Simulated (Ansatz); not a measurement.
**C₃H₈Al radical: small, medium and large basis sets**

The task here is to estimate one member of a computed series from the others.

Computed with Ansatz 0.2.0, Gaussian basis. Level: one geometry, several basis sets.

The runs, in order: PBE0-D4/def2-SVP; ωB97M-V/def2-SVP; PBE0-D4/def2-QZVPP; ωB97M-V/def2-QZVPP; the functionals' def2-TZVPP values are taken from earlier runs.

**Structure used throughout**

The geometry comes from an earlier relaxation with PBE0-D4 in a triple-zeta def2 set; it is a stationary point, not always the lowest conformer.

12 atoms, charge 0, spin multiplicity 2.

Atoms are counted from 1 here; the program's logs count them from 0.

Bond lengths: C1–C2 1.528 Å, C1–H5 1.094 Å, C1–H6 1.095 Å, C1–H7 1.093 Å, C2–Al3 1.983 Å, C2–H8 1.097 Å, C2–H9 1.098 Å, Al3–C4 1.971 Å, C4–H10 1.097 Å, C4–H11 1.097 Å, C4–H12 1.091 Å. Angles: C2–C1–H5 111.8°, C2–C1–H6 112.1°, C2–C1–H7 111.8°, H5–C1–H6 107.0°, H5–C1–H7 106.7°, H6–C1–H7 107.1°, C1–C2–Al3 114.8°, C1–C2–H8 110.8°, C1–C2–H9 110.7°, Al3–C2–H8 108.0°, Al3–C2–H9 107.5°, H8–C2–H9 104.5°, C2–Al3–C4 118.1°, Al3–C4–H10 109.6°, Al3–C4–H11 109.7°, Al3–C4–H12 114.1°, H10–C4–H11 106.8°, H10–C4–H12 108.1° and more.

The first run:

File in.yaml:

```yaml
crystal:
  periodic: [false, false, false]
  atoms:
    - {symbol: C, position_ang: [-0.991070, 1.133147, 0.219748]}
    - {symbol: C, position_ang: [-0.564219, 0.136934, 1.296809]}
    - {symbol: Al, position_ang: [0.713883, -1.251399, 0.686146]}
    - {symbol: C, position_ang: [1.357144, -1.168219, -1.175401]}
    - {symbol: H, position_ang: [-1.486411, 0.636320, -0.619048]}
    - {symbol: H, position_ang: [-1.688911, 1.883762, 0.605695]}
    - {symbol: H, position_ang: [-0.135762, 1.673311, -0.195396]}
    - {symbol: H, position_ang: [-1.437540, -0.370744, 1.725289]}
    - {symbol: H, position_ang: [-0.104137, 0.658215, 2.146476]}
    - {symbol: H, position_ang: [1.859571, -0.208992, -1.349373]}
    - {symbol: H, position_ang: [0.504533, -1.209771, -1.863838]}
    - {symbol: H, position_ang: [2.050020, -1.967562, -1.443109]}
basis:
  gaussian: {orbitals: def2-SVP}
magnetization: {spin_polarized: true, initial_magnetization: 1}
hamiltonian: {xc: pbe0, dispersion: d4}
output: {orbitals: {seedname: orbitals}}
```

Launch:

```sh
ansatz run in.yaml --threads 4 --pin off --events-out ev --progress --plain --max-ram 10444MiB
```

Steps of the session up to this table: PBE0-D4 in def2-SVP; ωB97M-V in def2-SVP; PBE0-D4 in def2-QZVPP; ωB97M-V in def2-QZVPP.

One table of the session follows, with a row left open; its other results are not shown here.

It belongs to the step «Density functionals: the series». 

```
functional       basis  HOMO (eV)  LUMO (eV)
   PBE0-D4    def2-SVP          ?          ?
   PBE0-D4  def2-TZVPP      -4.93      -1.68
   PBE0-D4  def2-QZVPP      -4.94      -1.72
   ωB97M-V    def2-SVP      -6.51      -0.19
   ωB97M-V  def2-TZVPP      -6.54      -0.21
   ωB97M-V  def2-QZVPP      -6.59      -0.36
```

**Question.** Estimate the row for PBE0-D4, def2-SVP.

**Answer.** HOMO (eV): -4.90; LUMO (eV): -1.66. In the column «HOMO (eV)» it is the highest.
